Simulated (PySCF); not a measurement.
# CdF: bond curves at several levels of theory

One table from this session's results is given with a row withheld; the runs are named, their logs left out.

Computed with PySCF 2.14.0. Level: Cd def2-SVP with ECP28, F def2-SVP, scalar-relativistic core potentials.

The first run:

A driver script around PySCF takes these settings:

* atoms: Cd, F
* charge: 0
* basis: Cd def2-SVP with ECP28, F def2-SVP
* Hamiltonian: scalar-relativistic core potentials
* basis functions: 45
* electrons treated: 29
* masses in u: 113.9034, 18.9984
* levels: PBE0, PBE, r²SCAN, M06-L, r²SCAN0, BHandHLYP, HF, MP2, SCS-MP2, CCSD, CCSD(T)
* grid: 80 radial by 434 angular points
* occupations: held fixed by the projection of orbital angular momentum
* dissociation limit: Cd + F, each in its ground configuration
* starting distance in angstrom: 2.015
* values of 2S to try: 1, 3

Command:

```
OMP_NUM_THREADS=1 python dia.py task.json out
```

Among the steps run: Set-up; PBE0 along the bond; Higher solutions at PBE0; PBE (GGA); r²SCAN (meta-GGA); M06-L; r²SCAN0 (hybrid meta-GGA); BHandHLYP (global hybrid GGA); UHF; Correlated methods on the Hartree–Fock reference.

One of the session's tables, all rows but one given; the rest of the session is left out.

Differences from CCSD(T) in the same basis:

| level | Re (mÅ) | ωe (%) |
| --- | --- | --- |
| UHF | 0 | +1.7 |
| UHF-MP2 | -7 | +2.2 |
| UHF-SCS-MP2 | -4 | +1.6 |
| UHF-CCSD | -2 | +0.8 |
| PBE | ? | ? |
| r²SCAN | +3 | -5.3 |
| M06-L | +29 | -10.5 |
| PBE0 | +4 | -4.9 |
| r²SCAN0 | -8 | -1.4 |
| BHandHLYP | -3 | -1.4 |

**Question.** Estimate the row for PBE.

The run gave: Re (mÅ): +27; ωe (%): -11.2. In the column «Re (mÅ)» it lies between PBE0 (+4) and M06-L (+29).
